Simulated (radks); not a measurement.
# Ionising iron step by step, Fe to Fe⁸⁺

An exercise on one series of results from a longer session: the logs are not shown, and one member is left open.

Program: radks (a radial shooting solver on a logarithmic mesh, Libxc functionals) version 1. Level of theory: scalar-relativistic Kohn-Sham, PBE, spin-polarised, spherical densities, finite nucleus; open shells are filled with parallel spins first. These are calculated values, not measurements, unless marked.

## Starting point

```
element             : iron (Z = 26)
charges             : 0 to 8
first configuration : [Ar] 3d6 4s2
last configuration  : [Ar]
```

Outer shells as boxes (Hund's rule):

Fe
```
[Ar] core
3d [↑↓][↑ ][↑ ][↑ ][↑ ]
4s [↑↓]
```

Fe⁸⁺
```
[Ne] core
3s [↑↓]
3p [↑↓][↑↓][↑↓]
```

Set-up of the first run:

Settings of this run:

```text
Z 26
configuration [Ar] 3d6 4s2
relativity scalar-relativistic
functional pbe,pbe
spin polarised
nucleus finite rms 3.7377 fm
c 137.035999084
```

Among the steps run: Fe, [Ar] 3d6 4s2; Fe⁺, [Ar] 3d6 4s1; Fe²⁺, [Ar] 3d6; Fe³⁺, [Ar] 3d5; Fe⁴⁺, [Ar] 3d4; Fe⁵⁺, [Ar] 3d3; Fe⁶⁺, [Ar] 3d2; Fe⁷⁺, [Ar] 3d1; Fe⁸⁺, [Ar].

One of the session's tables, all rows but one given; the rest of the session is left out.

| species | Δ-SCF (eV) | −ε(HOMO) (eV) |
| --- | --- | --- |
| Fe | 7.836 | 4.851 |
| Fe⁺ | 16.862 | 13.070 |
| Fe²⁺ | 31.187 | 23.245 |
| Fe³⁺ | ? | ? |
| Fe⁴⁺ | 76.284 | 65.321 |
| Fe⁵⁺ | 99.512 | 87.587 |
| Fe⁶⁺ | 124.54 | 111.75 |
| Fe⁷⁺ | 151.21 | 137.62 |

**Question.** Estimate the row for Fe³⁺.

**Answer.** Δ-SCF (eV): 55.059; −ε(HOMO) (eV): 45.181. In the column «Δ-SCF (eV)» it lies between Fe²⁺ (31.187) and Fe⁴⁺ (76.284).

Minus the highest eigenvalue gives 62 to 91 % of the Δ-SCF value along the ladder. Open shells are spherical and high-spin; term and fine-structure splittings are not resolved.
